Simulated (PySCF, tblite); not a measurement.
**C7H16BNO: geometry, infrared bands and NMR shifts**

Wanted: the infrared bands and NMR shifts of C7H16BNO (`CCOC1=CC[N+](C)(C)[BH2-]1`), by calculation.

The runs use tblite 0.8.0 and PySCF 2.14.0, with density-fitted response routines of our own; the level of theory stands in each step. All values are computed, except where a source is named. Atoms count from 0, in the outputs and in this text.

### Step 1. The molecule as given

26 atoms, charge 0, multiplicity 1; geometry from: force field or distance geometry start.

Bonds of the start (Å): C0–C1 1.53, C1–O2 1.41, O2–C3 1.40, C3–C4 1.31, C4–C5 1.48, C5–N6 1.44, N6–C7 1.46, N6–C8 1.46, N6–B9 1.50, B9–C3 1.59, C0–H10 1.12, C0–H11 1.11, C0–H12 1.10, C1–H13 1.13, C1–H14 1.10, C4–H15 1.08, C5–H16 1.12, C5–H17 1.13, C7–H18 1.10, C7–H19 1.12, C7–H20 1.11, C8–H21 1.12, C8–H22 1.10, C8–H23 1.12, B9–H24 1.18, B9–H25 1.19.

### Step 2. Relaxing the molecule with GFN2-xTB

Job settings and geometry (Å):

```
{"job": {"kind": "relax", "xc": "GFN2-xTB", "basis": "xTB"}, "charge": 0, "multiplicity": 1}
C      4.370900     0.152600     0.116300
C      2.991500    -0.282300    -0.396500
O      1.943400     0.183000     0.417900
C      0.602000    -0.089500     0.130100
C      0.071900    -0.894200    -0.760200
C     -1.403600    -0.892900    -0.709200
N     -1.831300     0.088800     0.247500
C     -2.844600    -0.451800     1.140900
C     -2.375700     1.246900    -0.451400
B     -0.593000     0.559300     0.959500
H      4.908000     0.519700    -0.795500
H      4.300900     1.005400     0.828600
H      4.888900    -0.686900     0.605700
H      2.938300    -1.408900    -0.360200
H      2.862000     0.054600    -1.433500
H      0.669800    -1.466100    -1.450800
H     -1.813100    -0.539900    -1.693200
H     -1.755300    -1.936600    -0.465700
H     -2.556600    -0.419200     2.204900
H     -3.784300     0.150700     1.009600
H     -3.140000    -1.484300     0.851700
H     -2.586500     2.000800     0.343500
H     -1.608900     1.634700    -1.141300
H     -3.293200     0.953600    -1.030100
H     -0.508400     0.292500     2.104400
H     -0.474000     1.732600     0.770200
```

On the command line:

```console
$ OMP_NUM_THREADS=1 python probes_run.py task.json out
```

This one command runs all jobs of the session in turn.

**Question.** This job is followed by: GFN2-xTB harmonic vibrations, gas phase; GIAO PBE0/pcSseg-1 NMR shielding, non-relativistic, gas phase. What will the session give for the following? strongest single infrared mode (GFN2-xTB); zero-point energy (GFN2-xTB); ¹³C shifts against TMS (PBE0/pcSseg-1, means over atoms taken as alike); ¹H shifts against TMS (PBE0/pcSseg-1, means over atoms taken as alike); ¹⁷O shifts against H2O (PBE0/pcSseg-1); ¹⁵N shifts against NH3 (PBE0/pcSseg-1); ¹¹B shifts against BF3·OEt2 (PBE0/pcSseg-1); surface potential, 1st and 99th percentile.

The runs gave:

| quantity | value |
| --- | --- |
| strongest single infrared mode (GFN2-xTB) | 2457 cm⁻¹, 208 km/mol |
| zero-point energy (GFN2-xTB) | 140.8 kcal/mol |
| ¹³C shifts against TMS (PBE0/pcSseg-1, means over atoms taken as alike) | 192.0, 88.4, 68.9, 66.6, 51.1, 17.6 ppm |
| ¹H shifts against TMS (PBE0/pcSseg-1, means over atoms taken as alike) | 4.07, 3.71, 3.54, 2.67, 2.52, 1.38 ppm |
| ¹⁷O shifts against H2O (PBE0/pcSseg-1) | 151.7 ppm |
| ¹⁵N shifts against NH3 (PBE0/pcSseg-1) | 64.3 ppm |
| ¹¹B shifts against BF3·OEt2 (PBE0/pcSseg-1) | -10.1 ppm |
| surface potential, 1st and 99th percentile | -1.82 V and 1.17 V |

In words: The optimisation took 138 steps and gained 1.223 eV; among the close pairs (by a distance rule), N6–B9 changed most, from 1.504 to 1.652 Å. No mode is imaginary among the 72: a minimum at this level. The strongest single mode, at 2457 cm⁻¹, moves mainly H24. Unscaled tight-binding wavenumbers are off by several per cent, some by more. Its intensities can rank the bands wrongly. The most deshielded carbon is C3 (alkene carbon bearing oxygen), at 192.0 ppm: an sp2 carbon further deshielded by the attached heteroatom.
